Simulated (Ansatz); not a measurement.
**C₅H₁₄AlN: ionisation energy by level of theory**

One table from this session's results is given with a row withheld; the runs are named, their logs left out.

Program: Ansatz 0.2.0, Gaussian basis. Level of theory: unrestricted cation, the program's frozen cores in correlated methods. These are calculated values, not measurements.

Levels to be run: UKS PBE-D4/def2-TZVPP; UKS r2SCAN-D4/def2-TZVPP; UKS PBE0-D4/def2-TZVPP; UKS B3LYP-D4/def2-TZVPP; UKS wB97X-V/def2-TZVPP; UKS wB97M-V/def2-TZVPP; UKS B2PLYP/def2-TZVPP; UHF-CCSD(T)/def2-TZVPP; UHF-MP2/def2-QZVPP; extrapolation to the limit; then −ε(HOMO) from the neutral's earlier runs with LDA (SPW92), PBE-D4, revPBE-D4, BLYP-D4, r2SCAN-D4, B97M-V, PBE0-D4, B3LYP-D4, r2SCANh-D4, r2SCAN0-D4, HSE06-D4, BHLYP-D4, CAM-B3LYP-D4, LC-ωPBE, ωB97X-V, ωB97M-V.

## The geometry

An earlier PBE0-D4 in a triple-zeta def2 set relaxation fixed the geometry.

SMILES `C[CH2][Al]([NH2])[CH](C)C`, 21 atoms, charge 0, spin multiplicity 1.

Atoms are counted from 1 here; the program's logs count them from 0.

Bond lengths: C1–C2 1.529 Å, C1–H8 1.094 Å, C1–H9 1.095 Å, C1–H10 1.094 Å, C2–Al3 1.964 Å, C2–H11 1.098 Å, C2–H12 1.098 Å, Al3–N4 1.775 Å, Al3–C5 1.973 Å, N4–H13 1.007 Å, N4–H14 1.007 Å, C5–C6 1.529 Å, C5–C7 1.530 Å, C5–H15 1.098 Å, C6–H16 1.095 Å, C6–H17 1.098 Å, C6–H18 1.094 Å, C7–H19 1.094 Å and more. Angles: C2–C1–H8 111.6°, C2–C1–H9 112.4°, C2–C1–H10 111.6°, H8–C1–H9 107.0°, H8–C1–H10 106.8°, H9–C1–H10 107.0°, C1–C2–Al3 115.7°, C1–C2–H11 109.9°, C1–C2–H12 110.0°, Al3–C2–H11 108.1°, Al3–C2–H12 108.2°, H11–C2–H12 104.3°, C2–Al3–N4 117.8°, C2–Al3–C5 122.8°, N4–Al3–C5 119.4°, Al3–N4–H13 125.1°, Al3–N4–H14 125.0°, H13–N4–H14 109.9° and more.

Set-up of the first run:

The input, in.yaml:

```yaml
crystal:
  periodic: [false, false, false]
  atoms:
    - {symbol: C, position_ang: [-0.501806, -2.943684, -0.850015]}
    - {symbol: C, position_ang: [-0.475896, -1.425791, -1.029298]}
    - {symbol: Al, position_ang: [0.258111, -0.401763, 0.477209]}
    - {symbol: N, position_ang: [0.863578, -1.307652, 1.878614]}
    - {symbol: C, position_ang: [0.329567, 1.570137, 0.495777]}
    - {symbol: C, position_ang: [1.038282, 2.122864, -0.741305]}
    - {symbol: C, position_ang: [-1.073498, 2.169443, 0.615482]}
    - {symbol: H, position_ang: [-1.103826, -3.237291, 0.014867]}
    - {symbol: H, position_ang: [-0.918472, -3.460321, -1.720524]}
    - {symbol: H, position_ang: [0.502155, -3.347275, -0.689010]}
    - {symbol: H, position_ang: [0.096133, -1.164761, -1.929699]}
    - {symbol: H, position_ang: [-1.488811, -1.054665, -1.234753]}
    - {symbol: H, position_ang: [1.265897, -0.896202, 2.705101]}
    - {symbol: H, position_ang: [0.853079, -2.311165, 1.965858]}
    - {symbol: H, position_ang: [0.903216, 1.873399, 1.381818]}
    - {symbol: H, position_ang: [0.530039, 1.821838, -1.663842]}
    - {symbol: H, position_ang: [1.058295, 3.220328, -0.735543]}
    - {symbol: H, position_ang: [2.075139, 1.781224, -0.816998]}
    - {symbol: H, position_ang: [-1.584277, 1.858622, 1.531983]}
    - {symbol: H, position_ang: [-1.710037, 1.876754, -0.226959]}
    - {symbol: H, position_ang: [-1.041469, 3.266663, 0.618337]}
basis:
  gaussian: {orbitals: def2-TZVPP}
total_charge: 1
magnetization: {spin_polarized: true, initial_magnetization: 1}
hamiltonian: {xc: pbe, dispersion: d4}
```

Steps of the session up to this table: Cation, UKS PBE-D4/def2-TZVPP; Cation, UKS r2SCAN-D4/def2-TZVPP; Cation, UKS PBE0-D4/def2-TZVPP; Cation, UKS B3LYP-D4/def2-TZVPP; Cation, UKS wB97X-V/def2-TZVPP; Cation, UKS wB97M-V/def2-TZVPP; Cation, UKS B2PLYP (frozen core)/def2-TZVPP; Cation, UHF-CCSD(T)/def2-TZVPP; Cation, UHF-MP2/def2-QZVPP.

One of the session's tables, all rows but one given; the rest of the session is left out.

It belongs to the step «Ionisation energies side by side». For comparison, −ε(HOMO) of the neutral from earlier runs:

```
  functional  −ε(HOMO) (eV)
 LDA (SPW92)           5.58
      PBE-D4              ?
   revPBE-D4           5.44
     BLYP-D4           5.38
   r2SCAN-D4           5.70
      B97M-V           5.80
     PBE0-D4           6.70
    B3LYP-D4           6.51
  r2SCANh-D4           6.16
  r2SCAN0-D4           6.85
    HSE06-D4           6.30
    BHLYP-D4           7.86
CAM-B3LYP-D4           8.05
     LC-ωPBE           9.37
     ωB97X-V           9.04
     ωB97M-V           8.90
```

**Question.** Estimate the row for PBE-D4.

**Answer.** −ε(HOMO) (eV): 5.49. In the column «−ε(HOMO) (eV)» it lies between revPBE-D4 (5.44) and LDA (SPW92) (5.58).
